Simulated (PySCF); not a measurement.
# F6Ru ([RuF6]3-): the cost of one run

Programs: PySCF 2.14.0, with routines of our own; each step states its level. All values are computed. Atoms count from 0.

## 1. The starting structure

7 atoms, charge -3, states of the metal's open shell are computed; geometry from: model start, shaken.

## 2. Optimising the geometry at PBE0-D3(BJ)/def2-TZVP

The job: settings as JSON, then the geometry in Å.

```
{"job": {"xc": "PBE0", "basis": "def2-TZVP", "d3": "d3bj", "grid": 1, "maxiter": 45, "solvent": "water", "kind": "geom"}, "charge": -3, "metal": "Ru", "open_shell": "d5"}
Ru     0.000020     0.004480    -0.004110
F     -0.013360    -0.006820     1.965130
F      0.000900     0.020100    -1.987380
F      1.970690     0.007350     0.005350
F     -1.978420    -0.013960    -0.000440
F      0.010430     1.959840    -0.006860
F     -0.028520    -1.999340    -0.027630
```

Run with:

```
> OMP_NUM_THREADS=1 python lf_run.py task.json out
```

This one command runs all jobs of the session in turn.

**Question.** How long does this first job take on 1 thread of Intel Xeon Platinum 8559C, shared host, and how much memory does it need?

About 3.4 min, with a peak of 1.4 GiB.
